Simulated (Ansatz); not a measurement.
C₂H₇OSi, SMILES C[SiH2]C[O]: an atomisation energy, run with Ansatz 0.2.0, Python API.

Script `tae_c2h7osi.py`:
```python
"""Energy to split C2H7OSi into its atoms."""

from collections import Counter

import ansatz as az

BASIS_SET = "pcseg-2"
XC = "b3lyp"


def total_energy(molecule, charge=0, unpaired=0):
    calc = (
        molecule.calculation()
        .basis(gaussian=BASIS_SET)
        .functional(XC)
    )
    if charge:
        calc = calc.charge(charge)
    if unpaired:
        calc = calc.spin("collinear", total=unpaired)
    report = calc.run(threads=1, pin="off").report
    if report["published_state_doubts"]:
        print("  doubts:", report["published_state_doubts"])
    return report["free_energy_ev"]


def main() -> None:
    geometry_ang = [
        ("C", (-1.5128, -0.3749, 0.0551)),
        ("Si", (-0.0315, 0.7544, -0.0711)),
        ("C", (1.5374, -0.2491, 0.0631)),
        ("O", (1.5974, -1.1637, -0.9871)),
        ("H", (-1.4903, -0.9063, 1.0286)),
        ("H", (-2.4422, 0.2263, -0.0171)),
        ("H", (-1.4856, -1.1146, -0.7712)),
        ("H", (-0.0573, 1.455, -1.3634)),
        ("H", (-0.0753, 1.738, 1.0208)),
        ("H", (1.5462, -0.7939, 1.0294)),
        ("H", (2.4139, 0.4289, 0.0129)),
    ]
    c2h7osi = az.Crystal.molecule()
    for symbol, xyz in geometry_ang:
        c2h7osi = c2h7osi.atom(symbol, xyz)

    # unpaired electrons of the ground-state atoms
    unpaired = {"C": 2, "Si": 2, "O": 2, "H": 1}
    counts = Counter(site.symbol for site in c2h7osi.cartesian_sites)
    atom_energy = {s: total_energy(az.Crystal.molecule().atom(s, (0, 0, 0)), 0, unpaired[s]) for s in counts}
    whole = total_energy(c2h7osi, 0, 1)
    for s, e in atom_energy.items():
        print(f"{s:2s} x{counts[s]}  {e:14.5f} eV")
    print(f"C2H7OSi: {whole:.5f} eV")
    split = sum(counts[s] * e for s, e in atom_energy.items()) - whole
    print(f"atomisation energy (no zero-point term): {split:.3f} eV, {split / sum(counts.values()):.3f} eV an atom")


if __name__ == "__main__":
    main()
```

What does it cost to take this molecule apart into atoms?

39.575 eV from the electronic energies, without the zero-point term.

The output:

```console
$ python tae_c2h7osi.py
C  x2     -1030.19959 eV
Si x1     -7874.96054 eV
O  x1     -2043.45022 eV
H  x7       -13.67026 eV
C2H7OSi: -12114.07714 eV
atomisation energy (no zero-point term): 39.575 eV, 3.598 eV an atom
```

Total energies depend on the basis set; only differences at equal settings carry meaning. The geometry is a force-field or estimated start, not a minimum of this method, and the basis set is short of its limit. All parts are taken at fixed geometry, without zero-point energy. The species is open-shell (spin multiplicity 2). b3lyp holds the VWN-RPA fit, as in Gaussian; the form of ORCA and Turbomole is b3lyp5. Run time: 30 s on 1 thread of Arm Neoverse V2, with other jobs on the host, peak memory 0.84 GiB.

(Lines on the test bed's own set-up are left out of the output.)
